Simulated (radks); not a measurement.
**Taking charge from the 1s level of Li in fractions**

Aim: follow energy and eigenvalue as charge leaves the 1s level of Li bit by bit, and test Janak's theorem, Slater's transition state and the straight-line condition.

Method: scalar-relativistic Kohn-Sham, BLYP, spin-polarised, spherical densities, finite nucleus; open shells are filled with parallel spins first. Code: radks (a radial shooting solver on a logarithmic mesh, Libxc functionals) version 1.

## (1) The system

```
element            : lithium (Z = 3)
charge             : 0
electrons          : 3
configuration      : 1s(up 1, down 1) 2s1
nuclear rms radius : 2.444 fm
```

A shell typed twice in an input gives spin up, then spin down.

## (2) Start: 1s(up 1, down 1) 2s1

Settings of this run:

```text
Z 3
configuration 1s1 1s1 2s1
relativity scalar-relativistic
functional b88,lyp
spin polarised
nucleus finite rms 2.444 fm
c 137.035999084
```

## (3) 0.1 electron removed from 1s

Input: that of step 2 with these lines changed.

```diff
@@ -1,3 +1,3 @@
 Z 3
-configuration 1s1 1s1 2s1
+configuration 1s1 1s0.9 2s1
 relativity scalar-relativistic
```

## (4) 0.2 electron removed from 1s

Input: that of step 3 with these lines changed.

```diff
@@ -1,3 +1,3 @@
 Z 3
-configuration 1s1 1s0.9 2s1
+configuration 1s1 1s0.8 2s1
 relativity scalar-relativistic
```

## (5) 0.3 electron removed from 1s

Input: that of step 4 with these lines changed.

```diff
@@ -1,3 +1,3 @@
 Z 3
-configuration 1s1 1s0.8 2s1
+configuration 1s1 1s0.7 2s1
 relativity scalar-relativistic
```

## (6) 0.4 electron removed from 1s

Input: that of step 5 with these lines changed.

```diff
@@ -1,3 +1,3 @@
 Z 3
-configuration 1s1 1s0.7 2s1
+configuration 1s1 1s0.6 2s1
 relativity scalar-relativistic
```

## (7) 0.5 electron removed from 1s

Input: that of step 6 with these lines changed.

```diff
@@ -1,3 +1,3 @@
 Z 3
-configuration 1s1 1s0.6 2s1
+configuration 1s1 1s0.5 2s1
 relativity scalar-relativistic
```

## (8) 0.6 electron removed from 1s

Input: that of step 7 with these lines changed.

```diff
@@ -1,3 +1,3 @@
 Z 3
-configuration 1s1 1s0.5 2s1
+configuration 1s1 1s0.4 2s1
 relativity scalar-relativistic
```

## (9) 0.7 electron removed from 1s

Input: that of step 8 with these lines changed.

```diff
@@ -1,3 +1,3 @@
 Z 3
-configuration 1s1 1s0.4 2s1
+configuration 1s1 1s0.3 2s1
 relativity scalar-relativistic
```

## (10) 0.8 electron removed from 1s

Input: that of step 9 with these lines changed.

```diff
@@ -1,3 +1,3 @@
 Z 3
-configuration 1s1 1s0.3 2s1
+configuration 1s1 1s0.2 2s1
 relativity scalar-relativistic
```

## (11) 0.9 electron removed from 1s

Input: that of step 10 with these lines changed.

```diff
@@ -1,3 +1,3 @@
 Z 3
-configuration 1s1 1s0.2 2s1
+configuration 1s1 1s0.1 2s1
 relativity scalar-relativistic
```

## (12) 1 electron removed from 1s

Input: that of step 11 with these lines changed.

```diff
@@ -1,3 +1,3 @@
 Z 3
-configuration 1s1 1s0.1 2s1
+configuration 1s1 1s0 2s1
 relativity scalar-relativistic
```

Q: Predict the outcome of this session. Wanted: for each run, removed; E − E(0); eigenvalue.

The runs gave:

| removed (e) | E − E(0) (eV) | eigenvalue (eV) |
| --- | --- | --- |
| 0 | 0.000 | -51.763 |
| 0.1 | 5.308 | -54.412 |
| 0.2 | 10.883 | -57.076 |
| 0.3 | 16.724 | -59.742 |
| 0.4 | 22.831 | -62.395 |
| 0.5 | 29.202 | -65.022 |
| 0.6 | 35.834 | -67.608 |
| 0.7 | 42.721 | -70.132 |
| 0.8 | 49.857 | -72.550 |

**Reading.** The trapezoid integral of minus the eigenvalue gives 49.854 eV over the range, against 49.857 eV from the energies (Janak's theorem; approximate here, since the scalar-relativistic density holds large components alone). The eigenvalue moves by 26.0 eV per electron.
